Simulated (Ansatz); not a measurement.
# MgCuC6N6: the cost of one run

Method: DFT PBE, scalar-relativistic, plane waves, PAW, in Ansatz 0.2.0.

1 further run of the same task is left out (it didn't finish).

## (1) The structure to begin with

It takes space group Fm-3m (No. 225, cubic). The conventional cell has a = 10.315 Å, b = 10.315 Å, c = 10.315 Å, α = 90.00°, β = 90.00°, γ = 90.00°. Around Mg (site symmetry m-3m) lie 6 C at 1.98 Å. Cu (site symmetry m-3m) has 6 N at 2.01 Å in its first shell of neighbours. Around C (site symmetry 4mm) lie 1 N at 1.17 Å and 1 Mg at 1.98 Å. Around N (site symmetry 4mm) lie 1 C at 1.17 Å and 1 Cu at 2.01 Å.

Coordinates:

```
Mg Cu C N
1.0
     0.00000    5.15750    5.15750
     5.15750    0.00000    5.15750
     5.15750    5.15750    0.00000
Mg Cu C N
1 1 6 6
Direct
  0.00000 0.00000 0.00000
  0.50000 0.50000 0.50000
  0.80805 0.19195 0.19195
  0.19195 0.80805 0.19195
  0.19195 0.19195 0.80805
  0.19195 0.80805 0.80805
  0.80805 0.19195 0.80805
  0.80805 0.80805 0.19195
  0.69462 0.30538 0.30538
  0.30538 0.69462 0.30538
  0.30538 0.30538 0.69462
  0.30538 0.69462 0.69462
  0.69462 0.30538 0.69462
  0.69462 0.69462 0.30538
```

Recipe of the guess: cyanide-bridged rock-salt net of two metals, 0 guest cations a cell (Fm-3m, No. 225). The dimensions are guesses.

## (2) A first look at the guess

Contents of input.yaml:

```yaml
crystal:
  lattice:
    - [0.0, 5.1575, 5.1575]
    - [5.1575, 0.0, 5.1575]
    - [5.1575, 5.1575, 0.0]
  atoms:
    - { symbol: Mg, position: [0.0, 0.0, 0.0] }
    - { symbol: Cu, position: [0.5, 0.5, 0.5], spin: 1.0 }
    - { symbol: C, position: [0.80804653, 0.19195347, 0.19195347] }
    - { symbol: C, position: [0.19195347, 0.80804653, 0.19195347] }
    - { symbol: C, position: [0.19195347, 0.19195347, 0.80804653] }
    - { symbol: C, position: [0.19195347, 0.80804653, 0.80804653] }
    - { symbol: C, position: [0.80804653, 0.19195347, 0.80804653] }
    - { symbol: C, position: [0.80804653, 0.80804653, 0.19195347] }
    - { symbol: "N", position: [0.69461949, 0.30538051, 0.30538051] }
    - { symbol: "N", position: [0.30538051, 0.69461949, 0.30538051] }
    - { symbol: "N", position: [0.30538051, 0.30538051, 0.69461949] }
    - { symbol: "N", position: [0.30538051, 0.69461949, 0.69461949] }
    - { symbol: "N", position: [0.69461949, 0.30538051, 0.69461949] }
    - { symbol: "N", position: [0.69461949, 0.69461949, 0.30538051] }
basis:
  ecutwfc: 420
kpoints:
  mp_grid: { grid: [4, 4, 4] }
hamiltonian:
  xc: pbe
scf:
  occupations: { method: gaussian, width: 0.1 }
  lower_state_search: "off"
output:
  forces: true
  stress: true
  eigenvalues: true
  populations: true
magnetization:
  spin_polarized: true
```

The run is started by

```sh
$ ansatz run input.yaml --threads 1 --pin off --max-ram 2560MiB --backend cpu --events-out ev --progress --plain --runs-dir out
```

**Question.** How long does this run take on 1 thread of Arm Neoverse V1, shared host, and how much memory does it need?

About 37 s, with a peak of 0.65 GiB.
